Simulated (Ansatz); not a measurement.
# C₃H₁₂N₂Si: basis-set convergence

Aim: see how fast density functionals converge with the basis set for C₃H₁₂N₂Si.

The runs use Ansatz 0.2.0, Gaussian basis; one geometry, several basis sets.

Levels to be run: PBE0-D4/def2-SVP; ωB97M-V/def2-SVP; PBE0-D4/def2-QZVPP; ωB97M-V/def2-QZVPP; the functionals' def2-TZVPP values are taken from earlier runs.

## Step 1: The relaxed structure

An earlier PBE0-D4 in a triple-zeta def2 set relaxation fixed the geometry.

SMILES `C[Si](C)(C)NN`, 18 atoms, charge 0, spin multiplicity 1.

Atoms are counted from 1 here; the program's logs count them from 0.

Bond lengths: C1–Si2 1.877 Å, C1–H7 1.094 Å, C1–H8 1.094 Å, C1–H9 1.093 Å, Si2–C3 1.869 Å, Si2–C4 1.872 Å, Si2–N5 1.728 Å, C3–H10 1.093 Å, C3–H11 1.093 Å, C3–H12 1.093 Å, C4–H13 1.093 Å, C4–H14 1.094 Å, C4–H15 1.094 Å, N5–N6 1.410 Å, N5–H16 1.006 Å, N6–H17 1.013 Å, N6–H18 1.014 Å. Angles: Si2–C1–H7 111.5°, Si2–C1–H8 111.1°, Si2–C1–H9 111.2°, H7–C1–H8 107.0°, H7–C1–H9 107.8°, H8–C1–H9 108.0°, C1–Si2–C3 110.5°, C1–Si2–C4 107.9°, C1–Si2–N5 111.6°, C3–Si2–C4 111.4°, C3–Si2–N5 106.1°, C4–Si2–N5 109.3°, Si2–C3–H10 111.2°, Si2–C3–H11 110.7°, Si2–C3–H12 111.4°, H10–C3–H11 107.8°, H10–C3–H12 108.2°, H11–C3–H12 107.5° and more.

## Step 2: PBE0-D4 in def2-SVP

in.yaml reads:

```yaml
crystal:
  periodic: [false, false, false]
  atoms:
    - {symbol: C, position_ang: [-0.851994, -1.634802, 0.001968]}
    - {symbol: Si, position_ang: [0.226244, -0.099848, -0.061125]}
    - {symbol: C, position_ang: [2.032689, -0.565469, 0.050918]}
    - {symbol: C, position_ang: [-0.149965, 0.803286, -1.657531]}
    - {symbol: N, position_ang: [-0.081442, 0.950799, 1.275916]}
    - {symbol: N, position_ang: [-1.348142, 1.487489, 1.582977]}
    - {symbol: H, position_ang: [-1.915792, -1.378609, 0.006622]}
    - {symbol: H, position_ang: [-0.679731, -2.272775, -0.869735]}
    - {symbol: H, position_ang: [-0.646332, -2.225535, 0.898435]}
    - {symbol: H, position_ang: [2.672293, 0.319154, 0.000444]}
    - {symbol: H, position_ang: [2.312269, -1.227372, -0.772979]}
    - {symbol: H, position_ang: [2.251096, -1.091504, 0.984159]}
    - {symbol: H, position_ang: [0.492798, 1.679465, -1.772752]}
    - {symbol: H, position_ang: [-1.189447, 1.143063, -1.685261]}
    - {symbol: H, position_ang: [0.000780, 0.152793, -2.523570]}
    - {symbol: H, position_ang: [0.536382, 1.006226, 2.067768]}
    - {symbol: H, position_ang: [-1.600588, 2.187755, 0.896273]}
    - {symbol: H, position_ang: [-2.061118, 0.765905, 1.577483]}
basis:
  gaussian: {orbitals: def2-SVP}
hamiltonian: {xc: pbe0, dispersion: d4}
output: {orbitals: {seedname: orbitals}}
```

On the command line:

```
$ ansatz run in.yaml --threads 2 --pin off --events-out ev --progress --plain --max-ram 22528MiB --backend cpu
```

Further steps of the session: ωB97M-V in def2-SVP; PBE0-D4 in def2-QZVPP; ωB97M-V in def2-QZVPP.

**Question.** What will the summary of the whole plan be? Wanted: PBE0-D4: double and triple zeta above quadruple; ωB97M-V: double and triple zeta above quadruple.

The runs gave:

| quantity | value |
| --- | --- |
| PBE0-D4: double and triple zeta above quadruple | 10.74, 0.65 eV |
| ωB97M-V: double and triple zeta above quadruple | 11.11, 0.62 eV |

**Reading.** PBE0-D4 gains 10.09 eV from double to triple zeta, then 0.65 eV more. These are total energies; as a rule much of such shifts cancels in differences, which this series doesn't test. The LUMO of ωB97M-V is positive and keeps falling with the basis (2.95 to 1.49 eV): an unbound level that the basis holds in place.
